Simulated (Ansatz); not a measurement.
# H8NPSi2, SMILES N[SiH]([SiH3])P: a rigid torsion scan

With Ansatz 0.2.0 through its Python package.

Interactive session:
```pycon
>>> from dataclasses import dataclass
>>> import ansatz
>>> from ase import Atoms
>>> @dataclass
... class RunConfig:
...     basis: str = "def2-SVP"
...     xc: str = "pbe0"
...     force_tol: float = 0.02
...     method: str = "mp2"
...
>>> opts = RunConfig()
>>> atoms = Atoms(["N", "Si", "Si", "P", "H", "H", "H", "H", "H", "H", "H", "H"], positions=[
...     (-0.7176, 1.5139, -0.4636),
...     (-0.231, 0.2508, 0.5711),
...     (1.8276, -0.6854, 0.0488),
...     (-1.8748, -1.2185, 0.4137),
...     (-0.0849, 2.3065, -0.3782),
...     (-0.6824, 1.2206, -1.4371),
...     (-0.216, 0.8212, 1.9358),
...     (2.8846, 0.3614, 0.1087),
...     (1.7973, -1.216, -1.3421),
...     (2.182, -1.7864, 0.9846),
...     (-1.9464, -1.2707, -0.9968),
...     (-2.9384, -0.2974, 0.5552),
... ])
>>> # relax first, so that the scan starts from a minimum
>>> first = ansatz.Crystal.molecule_from_ase(atoms).calculation()
>>> first = first.basis(gaussian=opts.basis)
>>> first = first.functional(opts.xc)
>>> first = first.relax(force_tolerance=opts.force_tol, max_steps=80)
>>> atoms.positions = first.run(threads=1).report["positions_ang"]
>>> start = atoms.get_dihedral(0, 1, 3, 10)
>>> energies = {}
>>> for turn in range(0, 360, 40):
...     turned = atoms.copy()
...     turned.set_dihedral(0, 1, 3, 10, start + turn, indices=[3, 10, 11])
...     setup = (
...         ansatz.Crystal.molecule_from_ase(turned).calculation()
...         .basis(gaussian=opts.basis)
...         .correlation(opts.method)
...     )
...     energies[round((start + turn) % 360)] = setup.run(threads=1).report["free_energy_ev"]
...
>>> floor = min(energies.values())
>>> print("dihedral N0-Si1-P3-H10 (deg)   E - E(min) (kJ/mol)")
dihedral N0-Si1-P3-H10 (deg)   E - E(min) (kJ/mol)
>>> for angle, e in sorted(energies.items()):
...     print(f"{angle:8d} {96.485332 * (e - floor):14.3f}  " + "#" * int(30 * (e - floor) / max(max(energies.values()) - floor, 1e-9)))
...
      17          7.455  #################
      57          0.000
      97          5.865  #############
     137          7.835  ##################
     177          5.591  #############
     217          9.402  ######################
     257          6.600  ###############
     297          5.992  ##############
     337         12.585  ##############################
```

What to keep in mind:
- The scan is rigid and the energies are electronic, in a modest basis. With rigid groups the curve can differ much from the relaxed path, the start wasn't checked as a minimum of this torsion, and equivalent turns needn't return to the same energy.
- The start is relaxed with a density functional and scanned with the wavefunction method, so it isn't exactly that method's minimum.
- Wall time of the script: 80 s on 1 thread of Arm Neoverse V1, on a shared host, peak memory 0.31 GiB.
